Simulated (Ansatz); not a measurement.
Geometry optimisation, DFT PBEsol, scalar-relativistic, plane waves, PAW (Ansatz).

The input (input.yaml):

```yaml
crystal:
  lattice:
    - [0.0, 4.2665, 4.2665]
    - [4.2665, 0.0, 4.2665]
    - [4.2665, 4.2665, 0.0]
  atoms:
    - { symbol: Mg, position: [0.0, 0.0, 0.0] }
    - { symbol: O, position: [0.25, 0.25, 0.25] }
    - { symbol: Mg, position: [0.0, 0.0, 0.5] }
    - { symbol: O, position: [0.25, 0.25, 0.75] }
    - { symbol: Mg, position: [0.0, 0.5, 0.0] }
    - { symbol: O, position: [0.25, 0.75, 0.25] }
    - { symbol: Mg, position: [0.0, 0.5, 0.5] }
    - { symbol: O, position: [0.25, 0.75, 0.75] }
    - { symbol: Mg, position: [0.5, 0.0, 0.0] }
    - { symbol: O, position: [0.75, 0.25, 0.25] }
    - { symbol: Mg, position: [0.5, 0.0, 0.5] }
    - { symbol: O, position: [0.75, 0.25, 0.75] }
    - { symbol: Mg, position: [0.5, 0.5, 0.0] }
    - { symbol: O, position: [0.75, 0.75, 0.25] }
    - { symbol: Mg, position: [0.5, 0.5, 0.5] }
    - { symbol: O, position: [0.75, 0.75, 0.75] }
    - { symbol: Mg, position: [0.11381537, 1.13050943, 1.12530493] }
basis:
  ecutwfc: 420.0
kpoints:
  mp_grid: { grid: [2, 2, 2] }
hamiltonian:
  xc: pbesol
  pseudopotentials: { kind: paw, azcp: { folder: soft_1 } }
scf:
  occupations: { method: gaussian, width: 0.05 }
  lower_state_search: "off"
relax:
  f_tol: 0.03
  max_steps: 60
  adjacent_minimum: "off"
output:
  write_density: true
  write_potential: true
  elf: true
  volumetric_format: npy
```

Command:

```bash
$ ansatz run input.yaml --threads 1 --pin off --max-ram 3072MiB --backend cpu --events-out ev --progress --plain --runs-dir out
```

Where does it end, and by what steps?

The run converged. The force dipped under the threshold on the way, but the program's further checks kept it going. Limits of this set-up: coarse k mesh, PAW files made for another functional. After 15 steps the energy has fallen by 5.864 eV; Mg5 moved furthest, 0.35 Å.

```tsv
step	energy less start (eV)	largest force component (eV/Å)	accepted
0	0.0000	6.135	yes
1	-4.2063	3.117	yes
2	-5.8386	0.165	yes
3	-5.8512	0.094	yes
4	-5.8597	0.033	yes
5	-5.8606	0.031	yes
6	-5.8617	0.043	yes
7	-5.8626	0.046	yes
8	-5.8632	0.036	yes
9	-5.8634	0.034	yes
10	-5.8636	0.009	yes
11	-5.8636	0.009	yes
12	-5.8637	0.007	yes
13	-5.8638	0.011	yes
14	-5.8640	0.013	yes
15	-5.8642	0.015	yes
```

```xyz
17
Lattice="0.0000 4.2665 4.2665 4.2665 0.0000 4.2665 4.2665 4.2665 0.0000" Properties=species:S:1:pos:R:3
Mg -0.209 -0.200 -0.202
O 2.110 2.160 2.124
Mg 2.301 2.301 -0.168
O 4.209 4.286 2.191
Mg 2.336 -0.200 2.343
O 4.276 2.159 4.290
Mg 4.271 2.142 2.129
O 6.340 4.325 4.327
Mg -0.154 2.287 2.287
O 2.208 4.254 4.191
Mg 2.124 4.282 2.125
O 4.311 6.352 4.306
Mg 2.128 2.147 4.271
O 4.320 4.313 6.346
Mg 4.274 4.282 4.276
O 6.360 6.352 6.355
Mg 9.618 5.245 5.315
```

The run took 87 s on 1 thread of Arm Neoverse V1, with other jobs on the host, peak memory 0.45 GiB.
